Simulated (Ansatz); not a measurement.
A nudged elastic band was laid between two geometries of a periodic cell of 17 atoms, CuSi$_{16}$ (host Si, host structure diamond, interstitial Cu), cell charge +1.

Method: DFT PBEsol, scalar-relativistic, plane waves, PAW (Ansatz 0.2.0). Settings: PAW set soft_1, cutoff 420 eV, k mesh 2x2x2, gaussian smearing 0.02 eV, no spin polarisation.

```yaml
movable_images: 7
climbing_image: yes
spring: 10.0 eV/Å²
optimiser: quadratic models (default)
start_path: straight line
force_threshold: 0.05 eV/Å
iteration_limit: 27
end_points: relaxed
```

First end point:

```xyz
17
Lattice="0.0000 5.4300 5.4300 5.4300 0.0000 5.4300 5.4300 5.4300 0.0000" Properties=species:S:1:pos:R:3
Si 0.049 -0.009 -0.049
Si 1.321 1.288 1.425
Si 2.645 2.661 0.054
Si 4.076 4.006 1.354
Si 2.653 -0.066 2.776
Si 4.005 1.288 4.109
Si 5.376 2.661 2.785
Si 6.732 4.013 4.128
Si 0.050 2.762 2.725
Si 1.512 4.226 3.917
Si 2.860 5.577 2.571
Si 4.079 6.791 4.142
Si 2.705 2.761 5.380
Si 4.007 4.031 6.853
Si 5.378 5.357 5.482
Si 6.719 6.791 6.782
Cu 5.600 8.320 5.261
```

Last end point:

```xyz
17
Lattice="0.0000 5.4300 5.4300 5.4300 0.0000 5.4300 5.4300 5.4300 0.0000" Properties=species:S:1:pos:R:3
Si 0.039 0.071 0.043
Si 1.351 1.406 1.439
Si 2.699 2.808 -0.041
Si 4.055 4.139 1.331
Si 2.646 -0.069 2.835
Si 4.039 1.325 4.111
Si 5.319 2.604 2.585
Si 6.635 3.921 3.995
Si 0.133 2.848 2.812
Si 1.468 4.183 4.174
Si 2.784 5.500 2.745
Si 4.153 6.868 4.056
Si 2.785 2.755 5.473
Si 4.120 4.066 6.869
Si 5.522 5.415 5.389
Si 6.853 6.770 6.761
Cu 3.746 6.462 6.505
```

Question: Which bonds break or form, and what moves?

Answer: Contacts lost: Si1–Cu17, Si4–Cu17, Si9–Cu17, Si10–Cu17, Si13–Cu17, Si16–Cu17. Contacts made: Si2–Cu17, Si3–Cu17, Si5–Cu17, Si14–Cu17, Si15–Cu17. The atom that moves furthest is Cu17, by 2.91 Å; four of its nearest neighbours are Si10 2.32, Si4 2.43, Si16 2.43, Si12 2.43 Å at the first end and Si3 2.34, Si15 2.34, Si5 2.35, Si2 2.45 Å at the last.

Question: What energy profile does the band end with?

Answer: The run converged. The highest image is number 3 of 0 to 8, 0.013 eV above the first end and 0.023 eV above the last; the last end lies 0.010 eV below the first. Beside the main top the profile has a ripple of under 15 meV (maxima at images 3, 6), which may be a very shallow well or noise. A structure lower than the first end lies on the path between it and the top, so the climb from that side starts below the end, which may itself be a saddle point or a shallow side well. By the program's own check the climbing image is a first-order saddle point (lowest curvatures found: -0.17 and 0.90 eV/Å²). Limits of this set-up: coarse k mesh, PAW files made for another functional, a small cell, in which the defect meets its images, charged cell in a uniform background, uncorrected.

| image | path coordinate (Å) | energy (eV) | Si1–Cu17 (Å) | Si4–Cu17 (Å) | Si9–Cu17 (Å) |
| --- | --- | --- | --- | --- | --- |
| 0 | 0.00 | 0.000 | 2.54 | 2.43 | 2.54 |
| 1 | 0.88 | -0.006 | 2.56 | 2.35 | 2.47 |
| 2 | 1.75 | -0.001 | 3.07 | 2.37 | 2.85 |
| 3 | 2.63 | 0.013 | 3.52 | 2.37 | 3.54 |
| 4 | 3.06 | -0.005 | 3.85 | 2.44 | 3.86 |
| 5 | 3.50 | -0.002 | 4.10 | 2.49 | 4.10 |
| 6 | 3.94 | 0.000 | 4.29 | 2.54 | 4.29 |
| 7 | 4.38 | 0.000 | 4.11 | 2.82 | 4.36 |
| 8 | 4.81 | -0.010 | 3.97 | 3.13 | 4.40 |

Question: What is the geometry of the highest image?

Answer: 
```xyz
17
Lattice="0.0000 5.4300 5.4300 5.4300 0.0000 5.4300 5.4300 5.4300 0.0000" Properties=species:S:1:pos:R:3:forces:R:3
Si -0.028 0.012 0.044 -0.01 0.00 0.01
Si 1.364 1.410 1.289 0.00 0.00 0.00
Si 2.644 2.810 -0.063 0.00 -0.01 0.01
Si 4.002 4.162 1.394 0.01 -0.01 0.00
Si 2.867 0.154 2.583 0.00 0.00 -0.01
Si 4.136 1.419 4.094 0.00 0.01 0.00
Si 5.489 2.770 2.763 -0.02 0.00 -0.01
Si 6.928 4.216 3.887 0.01 0.00 0.01
Si -0.044 2.673 2.673 0.00 0.00 0.00
Si 1.228 3.939 4.181 0.00 0.00 0.00
Si 2.596 5.307 2.876 -0.01 0.00 -0.01
Si 4.033 6.752 4.003 0.02 0.00 0.01
Si 2.729 2.685 5.476 0.00 -0.01 0.00
Si 4.125 4.081 6.720 -0.01 0.00 0.00
Si 5.525 5.360 5.370 -0.02 0.01 -0.01
Si 6.880 6.715 6.827 0.01 0.01 -0.01
Cu 4.760 7.472 6.099 0.00 0.01 0.01
```

Run time: 31 min on 1 thread of Arm Neoverse V2, on a shared host, peak memory 1 GiB.
